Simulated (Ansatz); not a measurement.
# GeCl+ (quintet): from Hartree-Fock to the top rungs, cc-pVDZ

The task here is to estimate one member of a computed series from the others.

The runs use Ansatz 0.2.0, Gaussian basis; cc-pVDZ, core rule «outside noble gas», up to 19 orbitals frozen.

Plan: UHF; CCSD(T) on ROHF; CCSD(T) on UHF; BCCD(T) on ROHF; CISD; CCSDT(Q) on ROHF; CCSDT(Q) on UHF; CISDTQ; CCSDTQ on ROHF; CCSDTQ on UHF.

7 further runs of the same task are left out: 2 for a known fault of the program, 2 that didn't finish, 3 set aside as unsound or not needed.

### What is computed

The geometry is a PBE0/def2-TZVP stationary point (not a proven minimum) of the parent state, kept for this charge and spin. No spin-orbit coupling is included. The filled d shell of Ge may be among the frozen orbitals whatever the setting's name suggests; the logs give the count.

2 atoms, charge 1, spin multiplicity 5.

Atoms are counted from 1 here; the program's logs count them from 0.

Bond lengths: Ge1–Cl2 2.179 Å.

Set-up of the first run:

in.yaml

```yaml
crystal:
  periodic: [false, false, false]
  atoms:
    - {symbol: Ge, position_ang: [0.000000, 0.000000, 0.000000]}
    - {symbol: Cl, position_ang: [0.000000, 0.000000, 2.178600]}
basis:
  gaussian: {orbitals: cc-pVDZ}
total_charge: 1
magnetization: {spin_polarized: true, initial_magnetization: 4}
hamiltonian: {xc: hf}
output: {orbitals: {seedname: orbitals}}
```

Launch:

```sh
ansatz run in.yaml --threads 1 --pin off --events-out ev --progress --plain --max-ram 4096MiB --backend cpu
```

Among the steps run: UHF; CCSD(T) on ROHF; CCSD(T) on UHF; BCCD(T) on ROHF; CISD; CCSDT(Q) on ROHF; CCSDT(Q) on UHF; CISDTQ; CCSDTQ on ROHF; CCSDTQ on UHF.

One of the session's tables, all rows but one given; the rest of the session is left out.

```
   method  from UCCSDTQ (kcal/mol)
     ROHF                  +104.03
      UHF                  +100.26
     RMP2                   +17.63
     UMP2                   +17.32
    RCCSD                    +3.14
    UCCSD                    +2.45
 RCCSD(T)                    +1.16
 UCCSD(T)                    +0.55
  BCCD(T)                    +1.17
   RCCSDT                    +0.77
   UCCSDT                        ?
RCCSDT(Q)                    +0.62
UCCSDT(Q)                    +0.01
  RCCSDTQ                    +0.61
  UCCSDTQ                        0
```

Estimate the missing values for UCCSDT.

As computed: from UCCSDTQ (kcal/mol): +0.16. In the column «from UCCSDTQ (kcal/mol)» it lies between UCCSDT(Q) (+0.01) and UCCSD(T) (+0.55).

Limits of these values: Restricted and unrestricted rows rest on different reference determinants; where their highest levels disagree by more than a few hundredths of an eV, they describe different states and don't form one ladder.
